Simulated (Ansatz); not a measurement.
**ClGaHO radical: small, medium and large basis sets**

How large a basis does ClGaHO radical need? Two functionals are run in growing sets.

The runs use Ansatz 0.2.0, Gaussian basis; one geometry, several basis sets.

Plan: PBE0-D4/def2-SVP; ωB97M-V/def2-SVP; PBE0-D4/def2-QZVPP; ωB97M-V/def2-QZVPP; the functionals' def2-TZVPP values are taken from earlier runs.

## Step 1: The geometry

An earlier PBE0-D4 in a triple-zeta def2 set relaxation fixed the geometry.

SMILES `[OH][Ga][Cl]`, 4 atoms, charge 0, spin multiplicity 2.

Atoms are counted from 1 here; the program's logs count them from 0.

Bond lengths: O1–Ga2 1.791 Å, O1–H4 0.963 Å, Ga2–Cl3 2.174 Å. Angles: Ga2–O1–H4 112.0°, O1–Ga2–Cl3 118.1°.

As a file:

```
O     1.2012   -0.3278   -0.3417
Ga   -0.4246   -0.9191    0.1229
Cl   -1.9651    0.5525    0.5552
H     1.2441    0.6343   -0.3568
```

## Step 2: PBE0-D4 in def2-SVP

Contents of in.yaml:

```yaml
crystal:
  periodic: [false, false, false]
  atoms:
    - {symbol: O, position_ang: [1.201160, -0.327848, -0.341689]}
    - {symbol: Ga, position_ang: [-0.424646, -0.919119, 0.122943]}
    - {symbol: Cl, position_ang: [-1.965070, 0.552477, 0.555222]}
    - {symbol: H, position_ang: [1.244055, 0.634292, -0.356775]}
basis:
  gaussian: {orbitals: def2-SVP}
magnetization: {spin_polarized: true, initial_magnetization: 1}
hamiltonian: {xc: pbe0, dispersion: d4}
output: {orbitals: {seedname: orbitals}}
```

Launch:

```bash
$ ansatz run in.yaml --threads 2 --pin off --events-out ev --progress --plain --max-ram 32768MiB --backend cpu
```

Further steps of the session: ωB97M-V in def2-SVP; PBE0-D4 in def2-QZVPP; ωB97M-V in def2-QZVPP.

**Question.** What will the summary of the whole plan be? Wanted: PBE0-D4: double and triple zeta above quadruple; ωB97M-V: double and triple zeta above quadruple.

The runs gave:

```
                                       quantity           value
PBE0-D4: double and triple zeta above quadruple  15.39, 1.68 eV
ωB97M-V: double and triple zeta above quadruple  15.29, 1.62 eV
```

**Reading.** For PBE0-D4 the step from double to triple zeta gains 13.70 eV and the next only 1.68 eV. These are total energies; as a rule much of such shifts cancels in differences, which this series doesn't test.
